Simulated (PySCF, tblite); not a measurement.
# pivalic acid (C5H10O2): a rotation path, then NMR shifts on frames, part 2 of 2

tblite 0.8.0 and PySCF 2.14.0. Atoms count from 0. The steps go on from the part before.

## (5) NMR shieldings: image 4, PBE0/pcSseg-1

The job: settings as JSON, then the geometry in Å.

```
{"job": {"kind": "nmr", "xc": "PBE0", "basis": "pcSseg-1", "pop": false}, "charge": 0, "multiplicity": 1}
C     -0.115400     1.410500    -0.744000
C     -0.097400     0.067100    -0.004700
C     -0.659800    -1.037700    -0.895300
C     -0.917300     0.184300     1.287000
C      1.342000    -0.210900     0.403200
O      2.006300     0.521800     1.088000
O      1.825500    -1.368800    -0.062500
H      0.270200     2.196700    -0.099900
H      0.499600     1.364000    -1.640600
H     -1.134400     1.657700    -1.031900
H     -0.083100    -1.124900    -1.812000
H     -1.689700    -0.806200    -1.155800
H     -0.637600    -1.996900    -0.384600
H     -0.885200    -0.745400     1.851000
H     -1.953600     0.409300     1.045900
H     -0.518400     0.980900     1.910200
H      2.741400    -1.489500     0.236200
```

Level: GIAO PBE0/pcSseg-1 NMR shielding, non-relativistic, gas phase.

What it wrote:

```text
coarse grid: 13808 points
cycle   1  E = -346.3587062776  dE =  9.295e-01  |g| = 9.444e-01  |ddm| = 3.462e+00
cycle   2  E = -346.0685799810  dE =  2.901e-01  |g| = 1.582e+00  |ddm| = 1.774e+00
cycle   3  E = -346.5134990226  dE = -4.449e-01  |g| = 2.972e-01  |ddm| = 1.273e+00
cycle   4  E = -346.5300085107  dE = -1.651e-02  |g| = 6.732e-02  |ddm| = 2.398e-01
cycle   5  E = -346.5306554927  dE = -6.470e-04  |g| = 2.449e-02  |ddm| = 5.010e-02
cycle   6  E = -346.5307834288  dE = -1.279e-04  |g| = 4.529e-03  |ddm| = 2.134e-02
cycle   7  E = -346.5307873963  dE = -3.968e-06  |g| = 1.441e-03  |ddm| = 4.515e-03
final grid: 132176 points
cycle   8  E = -346.5943281215  dE = -3.708e-05  |g| = 1.382e-02  |ddm| = 4.249e-02
cycle   9  E = -346.5942691084  dE =  5.901e-05  |g| = 2.238e-02  |ddm| = 2.709e-02
cycle  10  E = -346.5943655980  dE = -9.649e-05  |g| = 3.235e-03  |ddm| = 1.718e-02
cycle  11  E = -346.5943675702  dE = -1.972e-06  |g| = 4.414e-04  |ddm| = 2.231e-03
cycle  12  E = -346.5943675993  dE = -2.910e-08  |g| = 1.773e-04  |ddm| = 4.136e-04
cycle  13  E = -346.5943676056  dE = -6.265e-09  |g| = 2.668e-05  |ddm| = 1.354e-04
cycle  14  E = -346.5943676057  dE = -1.422e-10  |g| = 7.916e-06  |ddm| = 3.326e-05
converged SCF energy = -346.5943676057

GIAO shielding tensors (ppm)
atom      isotropic    diamagn.    paramagn.     s11        s22        s33       span
  0 C      156.295     246.932     -90.637    137.358    146.496    185.032     47.673
  1 C      146.842     246.113     -99.271    137.380    140.743    162.404     25.024
  2 C      159.388     247.007     -87.619    144.882    150.672    182.610     37.728
  3 C      156.006     246.948     -90.942    136.658    146.176    185.184     48.526
  4 C        2.595     251.168    -248.573   -104.979     39.034     73.731    178.710
  5 O      -84.196     402.679    -486.875   -304.098   -240.038    291.549    595.648
  6 O      121.899     391.722    -269.823    -18.070    149.379    234.387    252.458
  7 H       29.940      30.791      -0.851     26.000     28.232     35.588      9.589
  8 H       30.507      30.503       0.004     26.601     28.259     36.663     10.062
  9 H       30.808      30.951      -0.143     27.424     28.494     36.505      9.082
 10 H       30.177      30.715      -0.538     26.797     27.703     36.031      9.234
 11 H       30.925      31.008      -0.083     27.027     29.057     36.692      9.664
 12 H       30.106      30.691      -0.585     26.599     27.786     35.932      9.333
 13 H       30.498      30.506      -0.008     26.593     28.276     36.626     10.033
 14 H       30.791      30.944      -0.153     27.426     28.441     36.506      9.080
 15 H       29.966      30.795      -0.828     26.031     28.266     35.601      9.570
 16 H       25.749      30.281      -4.532     20.073     22.911     34.263     14.190
```

Wall time 59 s (1 thread of Intel Xeon at 2.50GHz, shared host); peak memory 0.79 GiB.

In short: δ C4 184.3, C1 40.1, C3 30.9, C0 30.6, H16 5.97, H7 1.78 ppm.

## (6) NMR shieldings: image 6, PBE0/pcSseg-1

The job: settings as JSON, then the geometry in Å.

```
{"job": {"kind": "nmr", "xc": "PBE0", "basis": "pcSseg-1", "pop": false}, "charge": 0, "multiplicity": 1}
C     -0.055700     1.354500    -0.760000
C     -0.114200     0.043800     0.038500
C     -0.686400    -1.073200    -0.833700
C     -0.967400     0.242100     1.293100
C      1.311100    -0.272000     0.467100
O      1.841800     0.152100     1.459200
O      1.962500    -1.067400    -0.392500
H      0.333700     2.159200    -0.140800
H      0.581800     1.244200    -1.634800
H     -1.056900     1.622800    -1.089800
H     -0.093400    -1.199600    -1.734800
H     -1.705700    -0.826900    -1.120800
H     -0.697300    -2.016500    -0.292900
H     -0.984500    -0.665700     1.891800
H     -1.986700     0.496300     1.013400
H     -0.556300     1.042500     1.902600
H      2.866600    -1.224200    -0.075600
```

Level: GIAO PBE0/pcSseg-1 NMR shielding, non-relativistic, gas phase.

What it wrote:

```text
coarse grid: 13808 points
cycle   1  E = -346.3594289094  dE =  9.276e-01  |g| = 9.439e-01  |ddm| = 3.460e+00
cycle   2  E = -346.0712277490  dE =  2.882e-01  |g| = 1.579e+00  |ddm| = 1.764e+00
cycle   3  E = -346.5143005285  dE = -4.431e-01  |g| = 2.948e-01  |ddm| = 1.265e+00
cycle   4  E = -346.5305534367  dE = -1.625e-02  |g| = 6.707e-02  |ddm| = 2.383e-01
cycle   5  E = -346.5311977412  dE = -6.443e-04  |g| = 2.426e-02  |ddm| = 4.989e-02
cycle   6  E = -346.5313230560  dE = -1.253e-04  |g| = 4.509e-03  |ddm| = 2.119e-02
cycle   7  E = -346.5313269757  dE = -3.920e-06  |g| = 1.434e-03  |ddm| = 4.426e-03
final grid: 132176 points
cycle   8  E = -346.5947202967  dE = -3.595e-05  |g| = 1.380e-02  |ddm| = 4.183e-02
cycle   9  E = -346.5946626543  dE =  5.764e-05  |g| = 2.218e-02  |ddm| = 2.714e-02
cycle  10  E = -346.5947576503  dE = -9.500e-05  |g| = 3.200e-03  |ddm| = 1.715e-02
cycle  11  E = -346.5947595767  dE = -1.926e-06  |g| = 4.369e-04  |ddm| = 2.197e-03
cycle  12  E = -346.5947596051  dE = -2.842e-08  |g| = 1.746e-04  |ddm| = 4.025e-04
cycle  13  E = -346.5947596112  dE = -6.089e-09  |g| = 2.616e-05  |ddm| = 1.346e-04
cycle  14  E = -346.5947596113  dE = -1.348e-10  |g| = 7.774e-06  |ddm| = 3.267e-05
converged SCF energy = -346.5947596113

GIAO shielding tensors (ppm)
atom      isotropic    diamagn.    paramagn.     s11        s22        s33       span
  0 C      155.865     246.915     -91.050    137.210    143.589    186.795     49.586
  1 C      146.657     246.339     -99.682    136.491    140.759    162.721     26.230
  2 C      158.997     247.124     -88.127    142.611    150.884    183.497     40.886
  3 C      158.059     246.867     -88.807    141.884    148.502    183.792     41.908
  4 C        2.877     251.091    -248.214   -104.002     39.066     73.568    177.570
  5 O      -90.815     402.315    -493.130   -321.821   -235.778    285.154    606.975
  6 O      126.883     392.034    -265.150    -17.191    153.698    244.143    261.334
  7 H       30.299      30.604      -0.306     26.435     28.269     36.192      9.756
  8 H       30.295      30.348      -0.052     26.248     28.475     36.163      9.916
  9 H       30.627      30.838      -0.211     27.403     28.164     36.313      8.910
 10 H       29.897      30.700      -0.804     25.997     28.220     35.472      9.475
 11 H       30.888      31.045      -0.156     27.077     28.956     36.632      9.555
 12 H       30.419      30.685      -0.267     27.136     27.593     36.526      9.390
 13 H       30.535      30.695      -0.160     26.819     28.052     36.734      9.915
 14 H       30.979      31.026      -0.047     27.388     28.890     36.658      9.270
 15 H       29.788      30.885      -1.097     25.944     27.831     35.589      9.645
 16 H       25.774      30.397      -4.623     20.049     22.947     34.325     14.276
```

It took 57 s on 1 thread of Intel Xeon at 2.50GHz, shared host; peak memory 0.79 GiB.

This run: δ C4 184.0, C1 40.3, C0 31.1, C3 28.9, H16 5.94, H15 1.93 ppm.

## (7) Nuclear shieldings: image 8, PBE0/pcSseg-1

The job: settings as JSON, then the geometry in Å.

```
{"job": {"kind": "nmr", "xc": "PBE0", "basis": "pcSseg-1", "pop": false}, "charge": 0, "multiplicity": 1}
C     -0.016900     1.306600    -0.795800
C     -0.123800     0.037900     0.057800
C     -0.715800    -1.104600    -0.775300
C     -0.981900     0.297100     1.294700
C      1.275900    -0.366000     0.494800
O      1.653800    -0.470200     1.630600
O      2.087500    -0.609000    -0.545100
H      0.419400     2.118900    -0.218200
H      0.604600     1.125300    -1.669100
H     -1.007400     1.610300    -1.126900
H     -0.102400    -1.292700    -1.652600
H     -1.719100    -0.839800    -1.100500
H     -0.772500    -2.017700    -0.186400
H     -1.036900    -0.595700     1.912300
H     -1.987300     0.584900     0.998500
H     -0.549800     1.093500     1.895100
H      2.965500    -0.866900    -0.224000
```

Method: GIAO PBE0/pcSseg-1 NMR shielding, non-relativistic, gas phase.

What it wrote:

```text
coarse grid: 13808 points
cycle   1  E = -346.3608448737  dE =  9.274e-01  |g| = 9.419e-01  |ddm| = 3.458e+00
cycle   2  E = -346.0763393348  dE =  2.845e-01  |g| = 1.572e+00  |ddm| = 1.756e+00
cycle   3  E = -346.5153615995  dE = -4.390e-01  |g| = 2.918e-01  |ddm| = 1.257e+00
cycle   4  E = -346.5312902537  dE = -1.593e-02  |g| = 6.648e-02  |ddm| = 2.364e-01
cycle   5  E = -346.5319259548  dE = -6.357e-04  |g| = 2.391e-02  |ddm| = 4.967e-02
cycle   6  E = -346.5320473637  dE = -1.214e-04  |g| = 4.462e-03  |ddm| = 2.094e-02
cycle   7  E = -346.5320511854  dE = -3.822e-06  |g| = 1.421e-03  |ddm| = 4.287e-03
final grid: 132176 points
cycle   8  E = -346.5956152554  dE = -3.742e-05  |g| = 1.385e-02  |ddm| = 4.306e-02
cycle   9  E = -346.5955572835  dE =  5.797e-05  |g| = 2.225e-02  |ddm| = 2.771e-02
cycle  10  E = -346.5956530281  dE = -9.574e-05  |g| = 3.216e-03  |ddm| = 1.739e-02
cycle  11  E = -346.5956549777  dE = -1.950e-06  |g| = 4.335e-04  |ddm| = 2.209e-03
cycle  12  E = -346.5956550050  dE = -2.738e-08  |g| = 1.786e-04  |ddm| = 3.973e-04
cycle  13  E = -346.5956550114  dE = -6.335e-09  |g| = 2.592e-05  |ddm| = 1.366e-04
cycle  14  E = -346.5956550115  dE = -1.297e-10  |g| = 7.989e-06  |ddm| = 3.216e-05
converged SCF energy = -346.5956550115

GIAO shielding tensors (ppm)
atom      isotropic    diamagn.    paramagn.     s11        s22        s33       span
  0 C      157.304     247.147     -89.843    138.785    147.127    185.999     47.214
  1 C      146.470     246.613    -100.143    137.045    138.268    164.096     27.051
  2 C      157.270     247.151     -89.881    138.686    147.101    186.023     47.337
  3 C      159.080     246.683     -87.602    146.013    148.472    182.756     36.743
  4 C        3.301     251.115    -247.814   -102.847     39.081     73.669    176.516
  5 O     -100.444     401.954    -502.397   -348.596   -229.420    276.685    625.280
  6 O      132.628     392.500    -259.871    -16.245    160.765    253.365    269.610
  7 H       30.494      30.591      -0.096     26.786     27.982     36.715      9.928
  8 H       29.951      30.517      -0.566     25.763     28.674     35.416      9.652
  9 H       30.692      30.924      -0.232     27.221     28.450     36.406      9.184
 10 H       29.964      30.535      -0.571     25.795     28.672     35.426      9.632
 11 H       30.703      30.938      -0.236     27.219     28.462     36.427      9.208
 12 H       30.493      30.593      -0.100     26.801     27.967     36.712      9.911
 13 H       30.223      30.826      -0.603     26.773     27.587     36.311      9.538
 14 H       31.027      30.981       0.046     27.301     29.073     36.709      9.408
 15 H       30.240      30.831      -0.591     26.792     27.596     36.330      9.538
 16 H       25.791      30.594      -4.802     20.066     22.882     34.425     14.359
```

Wall time 53 s (1 thread of Intel Xeon at 2.50GHz, shared host); peak memory 0.79 GiB.

Key values: δ C4 183.6, C1 40.5, C2 29.7, C0 29.6, H16 5.93, H8 1.77 ppm.

## (8) Run by run: NMR shifts

Shifts (ppm) of some atoms, chosen among heavy atoms and hydrogens apart, with basis size and wall time:

```
  frame    C3    C2    C0    H7   H15     O5     O6  functions  time
image 0  29.6  29.6  27.9  1.48  1.21  436.3  203.5        169  85 s
image 2  31.2  27.8  28.7  1.91  1.40  427.3  208.2        169  51 s
image 4  30.9  27.5  30.6  1.78  1.75  420.3  214.2        169  59 s
image 6  28.9  27.9  31.1  1.42  1.93  426.9  209.2        169  57 s
image 8  27.8  29.7  29.6  1.22  1.48  436.5  203.5        169  53 s
```

## (9) Results

The summary covers parts 1 to 2.

| quantity | value |
| --- | --- |
| barrier | 0.019 eV (0.4 kcal/mol) at image 4 |
| end to end (GFN2-xTB) | 0.000 eV |
| 13C shifts against TMS (PBE0/pcSseg-1, image 0) | 183.6, 40.5, 29.6, 29.6, 27.9 ppm |
| 1H shifts against TMS (PBE0/pcSseg-1, image 0) | 5.93, 1.76, 1.76, 1.49, 1.48, 1.22, 1.21, 1.02, 1.01, 0.70 ppm |
| 17O shifts against H2O (PBE0/pcSseg-1, image 0) | 436.3, 203.5 ppm |
| potential on the surface of density 0.002 e/bohr³, 1st and 99th percentile | -1.65 V and 2.24 V |
| range of the shift of O5 | 420.3 to 436.5 ppm |

Along the band the dihedral turns by 120°, and the top (dihedral 120°) lies 0.4 kcal/mol above the start (GFN2-xTB, rough), so at room temperature this motion is fast. The top was not checked by a frequency run. Shifts at one fixed geometry are not the observed spectrum, which averages over the motion. In the first frame run (image 0): Shielding is most anisotropic at O5 (span 625 ppm, paramagnetic term -502 ppm). In ppm, O5 moves most: its shift spreads over 16.2 ppm, from 420.3 (image 4) to 436.5 (image 8).
